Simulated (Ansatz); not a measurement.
**Be2Ag (database structure): how the settings move a relaxation**

How sensitive is a relaxation of Be2Ag (database structure) to its settings? A reference run comes first, then three runs with altered input.

Computed with Ansatz 0.2.0 (reference: DFT r2SCAN, plane waves, PAW, scalar-relativistic, no spin polarisation, unless a step's input says otherwise).

1 further run of the same task is left out (it didn't finish).

## (1) Starting point

It takes space group Fd-3m (No. 227, cubic). Conventional cell: a = 6.340 Å, b = 6.340 Å, c = 6.340 Å, α = 90.00°, β = 90.00°, γ = 90.00°. Ag (site symmetry -43m) has 12 Be at 2.63 Å and 4 Ag at 2.75 Å as nearest neighbours. Be (site symmetry -3m) is surrounded by 6 Be at 2.24 Å.

Structure file:

```
CELL_PARAMETERS angstrom
0.00000 3.17017 3.17017
3.17017 0.00000 3.17017
3.17017 3.17017 0.00000
ATOMIC_POSITIONS crystal
Ag 0.00000 0.00000 0.00000
Ag 0.25000 0.25000 0.25000
Be 0.62500 0.62500 0.62500
Be 0.12500 0.62500 0.62500
Be 0.62500 0.62500 0.12500
Be 0.62500 0.12500 0.62500
```

## (2) Reference

File input.yaml:

```yaml
crystal:
  lattice:
    - [0.0, 3.170166, 3.170166]
    - [3.170166, 0.0, 3.170166]
    - [3.170166, 3.170166, 0.0]
  atoms:
    - { symbol: Ag, position: [0.0, 0.0, 0.0] }
    - { symbol: Ag, position: [0.25, 0.25, 0.25] }
    - { symbol: Be, position: [0.625, 0.625, 0.625] }
    - { symbol: Be, position: [0.125, 0.625, 0.625] }
    - { symbol: Be, position: [0.625, 0.625, 0.125] }
    - { symbol: Be, position: [0.625, 0.125, 0.625] }
  symmetry: { tolerance: 0.0003 }
kpoints:
  mp_grid: { grid: [5, 5, 5], shift: [0, 0, 0] }
magnetization:
  spin_polarized: false
scf:
  occupations: { method: fermi_dirac }
hamiltonian:
  pseudopotentials: { kind: paw }
  xc: r2scan
basis:
  ecutwfc: 500
output:
  forces: true
  stress: true
  eigenvalues: true
  write_density: true
  write_potential: true
  elf: true
  volumetric_format: npy
relax:
  max_steps: 40
  cell: {}
```

Launch:

```console
$ ansatz run input.yaml --threads 1 --pin off --max-ram 2560MiB --backend cpu --events-out ev --progress --plain --runs-dir out
```

## (3) Variant: mp_grid.shift [0.5, 0.5, 0.5], hubbard.sites [{species: Ag, l: d, u_eff: 8.0}], hubbard.double_counting fll

Changes to input.yaml since step 2:

```diff
@@ -14,3 +14,3 @@
 kpoints:
-  mp_grid: { grid: [5, 5, 5], shift: [0, 0, 0] }
+  mp_grid: { grid: [5, 5, 5], shift: [0.5, 0.5, 0.5] }
 magnetization:
@@ -22,2 +22,3 @@
   xc: r2scan
+  hubbard: { sites: [{ species: Ag, l: d, u_eff: 8.0 }], double_counting: fll }
 basis:
@@ -28,6 +29,2 @@
   eigenvalues: true
-  write_density: true
-  write_potential: true
-  elf: true
-  volumetric_format: npy
 relax:
```

## (4) Variant: starting moments, spin_polarized true, preconditioner kerker

File input.yaml:

```yaml
crystal:
  lattice:
    - [0.0, 3.170166, 3.170166]
    - [3.170166, 0.0, 3.170166]
    - [3.170166, 3.170166, 0.0]
  atoms:
    - { symbol: Ag, position: [0.0, 0.0, 0.0], spin: 1.0 }
    - { symbol: Ag, position: [0.25, 0.25, 0.25], spin: -4.0 }
    - { symbol: Be, position: [0.625, 0.625, 0.625], spin: 4.0 }
    - { symbol: Be, position: [0.125, 0.625, 0.625], spin: 2.0 }
    - { symbol: Be, position: [0.625, 0.625, 0.125], spin: 0.5 }
    - { symbol: Be, position: [0.625, 0.125, 0.625], spin: -1.0 }
  symmetry: { tolerance: 0.0003 }
kpoints:
  mp_grid: { grid: [5, 5, 5], shift: [0, 0, 0] }
magnetization:
  spin_polarized: true
scf:
  occupations: { method: fermi_dirac }
  mixing: { preconditioner: kerker }
hamiltonian:
  pseudopotentials: { kind: paw }
  xc: r2scan
basis:
  ecutwfc: 500
output:
  forces: true
  stress: true
  eigenvalues: true
relax:
  max_steps: 40
  cell: {}
```

## (5) Variant: symmetry.detect false, lower_state_search light, ecutrho_ratio 9, tolerance left out

Changes to input.yaml since step 2:

```diff
@@ -12,3 +12,3 @@
     - { symbol: Be, position: [0.625, 0.125, 0.625] }
-  symmetry: { tolerance: 0.0003 }
+  symmetry: { detect: false }
 kpoints:
@@ -19,2 +19,3 @@
   occupations: { method: fermi_dirac }
+  lower_state_search: light
 hamiltonian:
@@ -24,2 +25,3 @@
   ecutwfc: 500
+  ecutrho_ratio: 9
 output:
@@ -28,6 +30,2 @@
   eigenvalues: true
-  write_density: true
-  write_potential: true
-  elf: true
-  volumetric_format: npy
 relax:
```

What does the calculation give? Wanted: for each run, ending; energy change; pressure; gap; force.

The runs gave:

| run | ending | energy change | pressure (GPa) | gap (eV) | force (eV/Å) | cycles | time |
| --- | --- | --- | --- | --- | --- | --- | --- |
| reference | converged | 0 | 0.0 | 0.00 | 0.00 | 23 | 15 s |
| 1: mp_grid.shift [0.5, 0.5, 0.5], hubbard.sites [{species: Ag, l: d, u_eff: 8.0}], hubbard.double_counting fll | converged | +191.9 meV/atom (U changed: no physical gain or loss) | 0.0 | 0.00 | 0.00 | 30 | 33 s |
| 2: starting moments, spin_polarized true, preconditioner kerker | converged | 0.0 meV/atom | 0.0 | 0.00 | 0.00 | 46 | 7.1 min |
| 3: symmetry.detect false, lower_state_search light, ecutrho_ratio 9, tolerance left out | converged | 0.0 meV/atom | 0.0 | 0.00 | 0.00 | 28 | 3 min |

Times don't compare one to one where runs were asked for different outputs or read a saved state (see the inputs); cycles may leave out searches for a lower state.

What this shows: Of the converged runs whose energies compare with the reference's, none moves it noticeably. A changed U is a change of model: its shifts are not errors of convergence. Of the variants the dearest is «starting moments, spin_polarized true, preconditioner kerker» (7.1 min), the cheapest «mp_grid.shift [0.5, 0.5, 0.5], hubbard.sites [{species: Ag, l: d, u_eff: 8.0}], hubbard.double_counting fll» (33 s), on a shared host.

The reference is no final answer either: its mesh is coarse for a cell with so small a gap or none.
